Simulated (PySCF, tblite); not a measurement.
# C₂H₁₁B₃NP: geometry, infrared bands and NMR shifts

Aim: predict the infrared bands and NMR shifts of C₂H₁₁B₃NP (`BPBNB(C)C`).

Programs: tblite 0.8.0 and PySCF 2.14.0, with density-fitted response routines of our own. Each step states its level of theory. These are calculated values for one molecule in the gas phase, unless marked as measured. Atoms count from 0, in the outputs and in this text.

## (1) The starting structure

18 atoms, charge 0, multiplicity 1; geometry from: force field or distance geometry start.

Bonds of the start (Å): B0–P1 1.93, P1–B2 1.93, B2–N3 1.55, N3–B4 1.53, B4–C5 1.58, B4–C6 1.60, B0–H7 1.17, B0–H8 1.19, P1–H9 1.44, B2–H10 1.19, N3–H11 1.05, C5–H12 1.09, C5–H13 1.11, C5–H14 1.10, C6–H15 1.10, C6–H16 1.11, C6–H17 1.12.

## (2) Optimising the geometry with GFN2-xTB

Job settings and geometry (Å):

```
{"job": {"kind": "relax", "xc": "GFN2-xTB", "basis": "xTB"}, "charge": 0, "multiplicity": 1}
B      3.855700     0.270300     0.128500
P      2.664200    -0.625500    -1.094600
B      0.906800    -0.622800    -0.287200
N      0.044600     0.609500    -0.650900
B     -1.444200     0.254800    -0.685900
C     -1.988300    -1.227500    -0.568100
C     -2.445800     1.435100    -0.298300
H      4.628500    -0.359500     0.739200
H      3.885200     1.456300     0.062600
H      3.100800    -1.956300    -1.432800
H      0.863300    -0.922200     0.860700
H      0.210400     1.357500     0.073200
H     -1.820900    -1.828500    -1.460500
H     -3.082200    -1.252400    -0.377300
H     -1.481400    -1.679300     0.301400
H     -3.478500     1.200800    -0.595600
H     -2.082200     2.350400    -0.802600
H     -2.344900     1.545700     0.811600
```

Launch:

```sh
> OMP_NUM_THREADS=1 python probes_run.py task.json out
```

This one command runs all jobs of the session in turn.

**Question.** This job is followed by: GFN2-xTB harmonic vibrations, gas phase; GIAO PBE0/pcSseg-1 NMR shielding, non-relativistic, gas phase. What will the session give for the following? strongest single infrared mode (GFN2-xTB); zero-point energy (GFN2-xTB); 13C shifts against TMS (PBE0/pcSseg-1, means over atoms taken as alike); 1H shifts against TMS (PBE0/pcSseg-1, means over atoms taken as alike); 11B shifts against BF3·OEt2 (PBE0/pcSseg-1); 31P shifts against H3PO4 (PBE0/pcSseg-1); 15N shifts against NH3 (PBE0/pcSseg-1).

As calculated:

| quantity | value |
| --- | --- |
| strongest single infrared mode (GFN2-xTB) | 1374 cm⁻¹, 1040 km/mol |
| zero-point energy (GFN2-xTB) | 86.1 kcal/mol |
| 13C shifts against TMS (PBE0/pcSseg-1, means over atoms taken as alike) | 8.3 ppm |
| 1H shifts against TMS (PBE0/pcSseg-1, means over atoms taken as alike) | 7.78, 7.41, 6.19, 4.35, 0.64 ppm |
| 11B shifts against BF3·OEt2 (PBE0/pcSseg-1) | 68.7, 55.2, 45.4 ppm |
| 31P shifts against H3PO4 (PBE0/pcSseg-1) | -57.5 ppm |
| 15N shifts against NH3 (PBE0/pcSseg-1) | 183.7 ppm |

**Reading.** The optimisation took 114 steps and gained 2.708 eV; among the close pairs (by a distance rule), B2–N3 changed most, from 1.547 to 1.410 Å. All 48 modes are real, so the xTB geometry is a minimum. The strongest single mode, at 1374 cm⁻¹, is carried by N3, H11, B4. GFN2-xTB is a fitted tight-binding method: band positions and strengths are rough. Its intensities can rank the bands wrongly. At PBE0/pcSseg-1: Shielding is most anisotropic at P1 (span 338 ppm, paramagnetic term -596 ppm).
